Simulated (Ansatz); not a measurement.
# CH₇NSiZn: basis-set convergence

An exercise on one series of results from a longer session: the logs are not shown, and one member is left open.

Computed with Ansatz 0.2.0, Gaussian basis. Level: one geometry, several basis sets.

The runs, in order: PBE0-D4/def2-SVP; ωB97M-V/def2-SVP; PBE0-D4/def2-QZVPP; ωB97M-V/def2-QZVPP; the functionals' def2-TZVPP values are taken from earlier runs.

## The relaxed structure

All runs share one geometry, relaxed beforehand with PBE0-D4 in a triple-zeta def2 set.

SMILES `C[SiH2][NH][ZnH]`, 11 atoms, charge 0, spin multiplicity 1.

Atoms are counted from 1 here; the program's logs count them from 0.

Bond lengths: C1–Si2 1.871 Å, C1–H5 1.094 Å, C1–H6 1.093 Å, C1–H7 1.094 Å, Si2–N3 1.714 Å, Si2–H8 1.495 Å, Si2–H9 1.495 Å, N3–Zn4 1.823 Å, N3–H10 1.010 Å, Zn4–H11 1.521 Å. Angles: Si2–C1–H5 111.5°, Si2–C1–H6 110.4°, Si2–C1–H7 111.5°, H5–C1–H6 107.4°, H5–C1–H7 108.5°, H6–C1–H7 107.4°, C1–Si2–N3 108.5°, C1–Si2–H8 108.9°, C1–Si2–H9 108.9°, N3–Si2–H8 112.3°, N3–Si2–H9 112.3°, H8–Si2–H9 105.9°, Si2–N3–Zn4 126.7°, Si2–N3–H10 116.4°, Zn4–N3–H10 116.9°, N3–Zn4–H11 179.7°.

Coordinates:

```
C    -1.0374    0.9952   -0.2658
Si    0.5034    0.6290    0.7299
N     1.0585   -0.9388    0.3148
Zn    0.3026   -2.0787   -0.8900
H    -0.8340    0.9745   -1.3404
H    -1.4192    1.9904   -0.0245
H    -1.8341    0.2776   -0.0489
H     0.1794    0.7499    2.1848
H     1.5234    1.6858    0.4488
H     1.8913   -1.2602    0.7882
H    -0.3338   -3.0247   -1.8969
```

The first run:

Input file in.yaml:

```yaml
crystal:
  periodic: [false, false, false]
  atoms:
    - {symbol: C, position_ang: [-1.037431, 0.995162, -0.265799]}
    - {symbol: Si, position_ang: [0.503405, 0.628969, 0.729917]}
    - {symbol: N, position_ang: [1.058507, -0.938839, 0.314799]}
    - {symbol: Zn, position_ang: [0.302647, -2.078720, -0.889992]}
    - {symbol: H, position_ang: [-0.834034, 0.974529, -1.340422]}
    - {symbol: H, position_ang: [-1.419237, 1.990383, -0.024509]}
    - {symbol: H, position_ang: [-1.834108, 0.277632, -0.048882]}
    - {symbol: H, position_ang: [0.179446, 0.749946, 2.184770]}
    - {symbol: H, position_ang: [1.523353, 1.685818, 0.448823]}
    - {symbol: H, position_ang: [1.891296, -1.260216, 0.788184]}
    - {symbol: H, position_ang: [-0.333844, -3.024653, -1.896899]}
basis:
  gaussian: {orbitals: def2-SVP}
hamiltonian: {xc: pbe0, dispersion: d4}
output: {orbitals: {seedname: orbitals}}
```

Among the steps run: PBE0-D4 in def2-SVP; ωB97M-V in def2-SVP; PBE0-D4 in def2-QZVPP; ωB97M-V in def2-QZVPP.

One of the session's tables, all rows but one given; the rest of the session is left out.

It belongs to the step «Functionals by basis». 

```
functional       basis  HOMO (eV)  LUMO (eV)
   PBE0-D4    def2-SVP      -6.67       0.36
   PBE0-D4  def2-TZVPP      -6.95      -0.44
   PBE0-D4  def2-QZVPP      -6.98      -0.52
   ωB97M-V    def2-SVP      -8.95       1.80
   ωB97M-V  def2-TZVPP          ?          ?
   ωB97M-V  def2-QZVPP      -9.29       0.59
```

Q: Estimate the row for ωB97M-V, def2-TZVPP from the others.

The run gave: HOMO (eV): -9.27; LUMO (eV): 0.90. In the column «HOMO (eV)» it lies between ωB97M-V, def2-QZVPP (-9.29) and ωB97M-V, def2-SVP (-8.95).
